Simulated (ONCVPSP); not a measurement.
# Pseudopotential generation for Co: ONCV, PBEsol

Aim: build the potential from the settings below, then test how well it stands in for the atom: other configurations, scattering, ghost states and the plane-wave cutoff that it needs.

Method: ONCVPSP 4.0.1.1 (patched build), PBEsol, scalar-relativistic.

## (1) Settings

Typed settings, in words:

```
element                 : cobalt (Co, Z = 27)
type                    : optimised norm-conserving Vanderbilt (ONCV)
frozen core             : [Ne]
valence charge          : 17
reference configuration : 3s2 3p6 3d7 4s2
partial waves           : 3s+4s: rc 1.10 bohr, ncon 3, nbas 8, qcut 8.8 1/bohr, 2 projectors; 3p: rc 1.20 bohr, ncon 3, nbas 7, qcut 11.9 1/bohr, 2 projectors, debl 2.6 Ha; 3d: rc 0.95 bohr, ncon 4, nbas 8, qcut 18.6 1/bohr, local
local potential         : the d channel
core correction         : not asked for
```

An earlier all-electron run gives the scale for the radii.

All-electron outer shells of the reference configuration (PBEsol, scalar-relativistic, ld1.x):

| shell | level (eV) | outermost node (bohr) | outermost maximum (bohr) |
| --- | --- | --- | --- |
| 2p | -769.45 | – | 0.17 |
| 3s | -102.14 | 0.31 | 0.66 |
| 3p | -65.51 | 0.28 | 0.68 |
| 3d | -8.23 | – | 0.66 |
| 4s | -5.49 | 0.96 | 2.32 |
| 4p | -1.25 | 1.05 | 3.21 |

## (2) Generation

The input, Co.dat:

```
# ATOM AND REFERENCE CONFIGURATION
# atsym  z   nc   nv     iexc    psfile
  Co 27.00    3    4  -116133      upf
#
#   n    l    f
    1    0    2.00
    2    0    2.00
    2    1    6.00
    3    0    2.00
    3    1    6.00
    3    2    7.00
    4    0    2.00
#
# PSEUDOPOTENTIAL AND OPTIMIZATION
# lmax
    2
#
#   l,   rc,      ep,       ncon, nbas, qcut
    0    1.10    0.00    3    8    8.80
    1    1.20    0.00    3    7   11.90
    2    0.95    0.00    4    8   18.60
#
# LOCAL POTENTIAL
# lloc, lpopt,  rc(5),   dvloc0
    2    5    0.95    0.00
#
# VANDERBILT-KLEINMAN-BYLANDER PROJECTORs
# l, nproj, debl
    0    2    1.70
    1    2    2.60
    2    0    0.40
#
# MODEL CORE CHARGE
# icmod, fcfact, rcfact
    0    0.00    0.00
#
# LOG DERIVATIVE ANALYSIS
# epsh1, epsh2, depsh
   -5.00    5.00    0.04
#
# OUTPUT GRID
# rlmax, drl
    6.00    0.01
#
# TEST CONFIGURATIONS
# ncnf
    4
# nvcnf
#   n    l    f
    4
    3    0    2.00
    3    1    6.00
    3    2    7.00
    4    0    1.00
#
    4
    3    0    2.00
    3    1    6.00
    3    2    7.00
    4    0    0.00
#
    4
    3    0    2.00
    3    1    6.00
    3    2    6.00
    4    0    0.00
#
    5
    3    0    2.00
    3    1    6.00
    3    2    7.00
    4    0    0.00
    4    1    2.00
#
```

Command:

```
$ oncvpsp.x < Co.dat > Co.out
```

**Question.** What will these runs give? Wanted: cutoffs for 1 and 0.1 mHa per electron, occupied waves; bound ghosts; GHOST(+) flags; largest test error; largest phase difference near zero energy, channels read.

As calculated:

| quantity | value |
| --- | --- |
| cutoffs for 1 and 0.1 mHa per electron, occupied waves | 115 Ha and 133 Ha |
| bound ghosts | none found |
| GHOST(+) flags | s at 243 eV |
| largest test error (AE − PS) | -9.6 meV, for 3s2 3p6 3d6 4s0 |
| largest phase difference near zero energy, channels read | 0.001 rad |

**Reading.** The worst unpolarised test, 3s2 3p6 3d6 4s0, is off by 9.6 meV on 61.6 eV; by total energies transferability rates as good. It counts as very hard, with 115 Ha needed at the looser tolerance. At the looser tolerance the 3d wave is the slowest; 3p needs 39 Ha. No bound ghost shows below the valence levels. Near zero energy the phases of the channels with partial waves agree within 0.001 rad. The program also flags highly localised states, GHOST(+) (s). These are tests on the free atom; a crystal test is still owed.
